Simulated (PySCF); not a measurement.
**Krypton: the same states on changed settings**

One table from this session's results is given with a row withheld; the runs are named, their logs left out.

Method: unrestricted determinants in a Gaussian basis, no spin-orbit coupling in the energies. Code: PySCF 2.14.0.

## Starting point

- Element: krypton (Z = 36)
- Basis: pcseg-2 (6s5p3d1f, 43 functions)
- Hamiltonian: the non-relativistic Hamiltonian (point nucleus)
- State 1: Kr(2+): [Ar] 3d10 4s2 4p4, high-spin 3P determinant
- State 2: Kr(3+): [Ar] 3d10 4s2 4p3, high-spin 4S determinant
- Methods: UHF, M06-2X, B3LYP, MP2, CCSD(T)
- Core shells frozen in the correlated runs: valence: [Ar] 3d10 (for Kr(2+))

The outer shells:

Kr2+ [Ar] 3d10 4s2 4p4
```
[Ar] core
3d [↑↓][↑↓][↑↓][↑↓][↑↓]
4s [↑↓]
4p [↑↓][↑ ][↑ ]
```

Kr3+ [Ar] 3d10 4s2 4p3
```
[Ar] core
3d [↑↓][↑↓][↑↓][↑↓][↑↓]
4s [↑↓]
4p [↑ ][↑ ][↑ ]
```

The sound run (pcseg-2, no relativity, point nucleus, symmetry-adapted start, fine grid, valence correlation) gave:

```
species             method  energy (hartree)
 Kr(2+)                UHF       -2750.68844
 Kr(2+)             M06-2X       -2752.47283
 Kr(2+)              B3LYP       -2752.41670
 Kr(2+)      MP2 (valence)       -2750.79514
 Kr(2+)  CCSD(T) (valence)       -2750.81829
 Kr(3+)                UHF       -2749.42722
 Kr(3+)             M06-2X       -2751.17500
 Kr(3+)              B3LYP       -2751.10446
 Kr(3+)      MP2 (valence)       -2749.50872
 Kr(3+)  CCSD(T) (valence)       -2749.52673
```

One driver process ran all states and methods and kept the integrals in memory. Each run is shown as a PySCF script that sums up its settings (the driver passes frozen orbitals as a list and adds second-order terms of double hybrids); the logs are those of the runs themselves.

Set-up of the first run:

It was started by

```console
$ OMP_NUM_THREADS=1 python atomrun2.py TASK.json OUT
```

Input file input.py:

```python
from pyscf import gto, scf, dft, mp, cc
import basis_set_exchange as bse
mol = gto.M(atom="Kr 0 0 0", charge=2, spin=2, symmetry="D2h",
            basis=gto.basis.parse(bse.get_basis("pcseg-2", elements=["Kr"], fmt="nwchem", header=False)))
mf = scf.UHF(mol)
mf.irrep_nelec = {'Ag': (6, 6), 'B1g': (1, 1), 'B2g': (1, 1), 'B3g': (1, 1), 'B1u': (3, 2), 'B2u': (3, 3), 'B3u': (3, 2)}
mf.init_guess = "1e"
mf.max_cycle = 50
mf.kernel()
```

Among the steps run: Changed run, Kr(2+); Changed run, Kr(3+).

One table of the session follows, with a row left open; its other results are not shown here.

Ionisation energy of Kr(2+):

```
 method  sound run (eV)
    UHF          34.319
 M06-2X          35.316
  B3LYP          35.708
    MP2          35.005
SCS-MP2               ?
   CCSD          35.123
CCSD(T)          35.145
```

Q: Estimate the row for SCS-MP2 from the others.

As computed: sound run (eV): 35.074. In the column «sound run (eV)» it lies between MP2 (35.005) and CCSD (35.123).
